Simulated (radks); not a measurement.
**In in [Kr] 4d10 5s2 5p0.5 6s0.5: an all-electron calculation**

What are the levels of neutral indium, how large are its shells, and how does its energy divide?

The numbers are computed with radks (a radial shooting solver on a logarithmic mesh, Libxc functionals) version 1 (scalar-relativistic Kohn-Sham, LDA (Slater exchange, Perdew-Zunger correlation), spin-polarised, spherical densities, point nucleus; open shells are filled with parallel spins first), except any that are marked as measured or tabulated.

### Step 1. The atom as given

```
element       : indium (Z = 49)
charge        : 0
electrons     : 49
configuration : [Kr] 4d10 5s2 5p0.5 6s0.5
```

### Step 2. The calculation

Settings of this run:

```text
Z 49
configuration [Kr] 4d10 5s2 5p0.5 6s0.5
relativity scalar-relativistic
functional lda,pz
spin polarised
nucleus point
c 137.035999084
```

**Question.** What will this run give?

As calculated:

| quantity | value |
| --- | --- |
| total energy | -5876.40278 hartree |
| exchange-correlation share of it | 2.62 % |
| −T/E | 1.0420 |
| highest occupied level | 6s up, -1.240 eV |
| most extended occupied level | 6s up, <r> = 8.32 bohr |
| radius at density 0.001 e/bohr³ | 4.38 bohr |
| maxima of the radial density | 4 |

**Reading.** 6 principal shells are occupied and 4 maxima appear in the radial density; where shells overlap, one shows as a shoulder or not at all. −T/E is 1.042: with relativity the kinetic term as defined here no longer equals −E. This is not the tabulated ground configuration, so its levels and sizes aren't those of the ground state, and no measured value stands beside it.
